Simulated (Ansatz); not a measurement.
# C2H6SSi (SMILES C[Si]SC): PBEsol(a = 0.4)/6-311G (exact exchange 0.4)

Aim: the energy difference between two shapes of C2H6SSi at PBEsol(a = 0.4)/6-311G (exact exchange 0.4), from 2 runs. 

Program for the calculation: Ansatz 0.2.0.

4 further runs of the same task are left out: 2 for a known fault of the program, 2 set aside as unsound or not needed.

## Step 1: Starting point

The species is C2H6SSi (10 atoms), meant as a singlet with charge 0. As SMILES, `C[Si]SC`. The shape is that of a PBE0-D4/def2-TZVP optimisation. This is one conformer, not always the lowest.

Bond lengths: C1–Si2 1.902 Å, Si2–S3 2.120 Å, S3–C4 1.813 Å, C1–H5 1.096 Å, C1–H6 1.095 Å, C1–H7 1.092 Å, C4–H8 1.089 Å, C4–H9 1.089 Å, C4–H10 1.090 Å. Some angles: C1–Si2–S3 101.6°, Si2–S3–C4 111.5°, Si2–C1–H5 111.4°, Si2–C1–H6 111.6°, Si2–C1–H7 110.2°, S3–C4–H8 110.9°, S3–C4–H9 110.8°, S3–C4–H10 107.2°, H5–C1–H6 107.2°, H5–C1–H7 108.1°.

## Step 2: Energy and forces at PBEsol(a = 0.4)/6-311G (exact exchange 0.4)

run.yaml

```yaml
crystal:
  periodic: [false, false, false]
  atoms:
    - {symbol: C, position_ang: [-0.474500, 1.498000, 0.212000]}
    - {symbol: Si, position_ang: [-1.532200, 0.664600, -1.131800]}
    - {symbol: S, position_ang: [-0.684600, -1.277500, -1.197000]}
    - {symbol: C, position_ang: [0.678400, -1.448200, -0.013100]}
    - {symbol: H, position_ang: [-0.563800, 0.976000, 1.171000]}
    - {symbol: H, position_ang: [0.587400, 1.503400, -0.056300]}
    - {symbol: H, position_ang: [-0.795200, 2.531900, 0.356400]}
    - {symbol: H, position_ang: [0.331700, -1.277900, 1.005200]}
    - {symbol: H, position_ang: [1.483700, -0.753100, -0.246400]}
    - {symbol: H, position_ang: [1.052300, -2.468400, -0.097000]}
basis:
  gaussian:
    orbitals: 6-311G.json
hamiltonian:
  xc: {name: PBEsol, exx: 0.4}
accuracy: high
output:
  forces: true
```

The basis set 6-311G is read from a file made from the Basis Set Exchange's data (not shown).

Command:

```sh
$ ansatz run run.yaml --threads 1 --pin off --max-ram 2610MiB --events-out events.jsonl --progress --plain --runs-dir runs
```

The log of the run, shortened:

```text
Warning: RAYON_NUM_THREADS=1 ignored (pool sized by the plan → 1); use --threads N
Functional definition: unnamed
[...]
1892 factors; integrals over basis functions are off by at most 2.4e-8 eV
[...]
mean field -20852.79304482 eV, -766.3260098662 hartree, gradient 1.6e-8 eV, S^2 0.000000; 0 other end points of the search recorded, 0 dependent functions left out
[...]
reference -20852.79304704 eV, -766.3260099478 hartree; 24, 24 occupied and 62, 62 virtual orbitals, 1892 factors
Total energy: -20852.79304704 eV, -766.3260099478 hartree
Atom 0 at    -0.474500     1.498000     0.212000 Å, force     0.205562     0.146593     0.257394 eV/Å
Atom 1 at    -1.532200     0.664600    -1.131800 Å, force    -0.908469     1.340384    -0.257068 eV/Å
Atom 2 at    -0.684600    -1.277500    -1.197000 Å, force    -0.094705    -1.291258    -0.650572 eV/Å
Atom 3 at     0.678400    -1.448200    -0.013100 Å, force     0.801102    -0.196229     0.655993 eV/Å
Atom 4 at    -0.563800     0.976000     1.171000 Å, force     0.053389     0.082780    -0.068429 eV/Å
Atom 5 at     0.587400     1.503400    -0.056300 Å, force    -0.087193     0.017400     0.078819 eV/Å
Atom 6 at    -0.795200     2.531900     0.356400 Å, force     0.055752    -0.175367    -0.023155 eV/Å
Atom 7 at     0.331700    -1.277900     1.005200 Å, force     0.112619    -0.031935    -0.125739 eV/Å
Atom 8 at     1.483700    -0.753100    -0.246400 Å, force    -0.083179    -0.120276     0.087000 eV/Å
Atom 9 at     1.052300    -2.468400    -0.097000 Å, force    -0.054878     0.227907     0.045757 eV/Å
Dipole moment:     0.448812     0.193574     0.499297 e Å
```

It took 20 s on 1 thread of Intel Xeon at 2.50GHz (Skylake/Cascade Lake), shared host; peak memory 0.3 GiB.

## Step 3: The distorted shape, same level

run.yaml

```yaml
crystal:
  periodic: [false, false, false]
  atoms:
    - {symbol: C, position_ang: [-0.509962, 1.496789, 0.202242]}
    - {symbol: Si, position_ang: [-1.545429, 0.657734, -1.151139]}
    - {symbol: S, position_ang: [-0.706580, -1.294583, -1.201535]}
    - {symbol: C, position_ang: [0.688788, -1.439788, -0.016184]}
    - {symbol: H, position_ang: [-0.567924, 0.976379, 1.186305]}
    - {symbol: H, position_ang: [0.602966, 1.472739, -0.012587]}
    - {symbol: H, position_ang: [-0.808094, 2.537317, 0.351609]}
    - {symbol: H, position_ang: [0.338201, -1.277756, 0.993502]}
    - {symbol: H, position_ang: [1.481027, -0.771330, -0.238429]}
    - {symbol: H, position_ang: [1.045447, -2.425287, -0.103486]}
basis:
  gaussian:
    orbitals: 6-311G.json
hamiltonian:
  xc: {name: PBEsol, exx: 0.4}
accuracy: high
output:
  forces: true
```

The basis set 6-311G is read from a file made from the Basis Set Exchange's data (not shown).

Command:

```sh
$ ansatz run run.yaml --threads 1 --pin off --max-ram 2610MiB --events-out events.jsonl --progress --plain --runs-dir runs
```

The log of the run, shortened:

```text
Warning: RAYON_NUM_THREADS=1 ignored (pool sized by the plan → 1); use --threads N
[... 1 set-up line as earlier in the session ...]
[...]
1897 factors; integrals over basis functions are off by at most 2.9e-8 eV
[...]
mean field -20852.74111056 eV, -766.3241013175 hartree, gradient 1.0e-8 eV, S^2 0.000000; 0 other end points of the search recorded, 0 dependent functions left out
[...]
reference -20852.74111278 eV, -766.3241013991 hartree; 24, 24 occupied and 62, 62 virtual orbitals, 1897 factors
Total energy: -20852.74111278 eV, -766.3241013991 hartree
Atom 0 at    -0.509962     1.496789     0.202242 Å, force     1.543165    -0.208949     0.804052 eV/Å
Atom 1 at    -1.545429     0.657734    -1.151139 Å, force    -0.858889     1.276010    -0.209900 eV/Å
Atom 2 at    -0.706580    -1.294583    -1.201535 Å, force     0.318638    -1.131969    -0.332904 eV/Å
Atom 3 at     0.688788    -1.439788    -0.016184 Å, force    -0.638365     0.254773     0.559374 eV/Å
Atom 4 at    -0.567924     0.976379     1.186305 Å, force    -0.224203     0.297032    -0.566953 eV/Å
Atom 5 at     0.602966     1.472739    -0.012587 Å, force    -1.175209     0.162210     0.001653 eV/Å
Atom 6 at    -0.808094     2.537317     0.351609 Å, force     0.053921    -0.208966    -0.072789 eV/Å
Atom 7 at     0.338201    -1.277756     0.993502 Å, force     0.010487     0.043050     0.123011 eV/Å
Atom 8 at     1.481027    -0.771330    -0.238429 Å, force     0.568221     0.675238    -0.251338 eV/Å
Atom 9 at     1.045447    -2.425287    -0.103486 Å, force     0.402234    -1.158430    -0.054205 eV/Å
Dipole moment:     0.460326     0.193682     0.504309 e Å
```

Run time: 21 s. Hardware: 1 thread of Intel Xeon at 2.50GHz (Skylake/Cascade Lake), shared host; peak memory 0.3 GiB.

## Step 4: Results

At PBEsol(a = 0.4)/6-311G (exact exchange 0.4):

| quantity | value |
| --- | --- |
| first shape: total energy | -766.32601 Eh |
| first shape: dipole moment | 3.36 D |
| first shape: largest force on an atom | 1.640 eV/Å |
| distorted shape: total energy | -766.32410 Eh |
| distorted shape: dipole moment | 3.41 D |
| distorted shape: largest force on an atom | 1.753 eV/Å |
| energy change with the atoms displaced | 0.052 eV |

With the atoms displaced the energy rises by 0.05 eV (5.0 kJ/mol). The first shape isn't relaxed at this level, so the change isn't measured from a minimum. The largest force (first shape) is 1.64 eV/Å: the shape isn't a stationary point for this species at this level.
